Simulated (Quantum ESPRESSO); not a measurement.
## Mg2NCl: zone-centre phonons under several settings

```xyz
4
Lattice="1.6607 0.9588 6.0030 -1.6607 0.9588 6.0030 0.0000 -1.9176 6.0030" Properties=species:S:1:pos:R:3 pbc="T T T"
Cl    0.0000    0.0000    0.0000
Mg    0.0000    0.0000   13.9963
Mg    0.0000    0.0000    4.0127
N     0.0000    0.0000    9.0045
```

The cell comes from a database or a generator and needn't be the stable form of this composition.

All runs used Quantum ESPRESSO 7.5; potentials GBRV 1.5 LDA; k mesh 4 × 4 × 4, shifted; no spin polarisation; cutoff 612 eV; occupations smeared at first, fixed for the response.

```tsv
level	geometry	volume (Å³/atom)	pressure (GPa)	lowest optical mode without the field (cm⁻¹)	highest optical mode without the field (cm⁻¹)	sum of the Born charges (e)
LDA	relaxed at -3 GPa	?	-3.0	?	?	?
LDA	relaxed at 0 GPa	13.36	0.0	98	481	-0.31
```

Q: What stands in the row left open?

A: Volume 13.84 Å³/atom; lowest optical mode without the field 81 cm⁻¹; highest optical mode without the field 467 cm⁻¹; sum of the Born charges -0.32 e.

Caveats: all runs use coarse meshes.

For the row left open. Caveat: the k mesh is coarse (spacing up to 0.55 Å⁻¹), so the values aren't converged; the mesh is thin for the dielectric tensor, Born charges and intensities, which usually come out too large; the Born charges break their sum rule by 0.32 e, a sign of too thin a mesh.
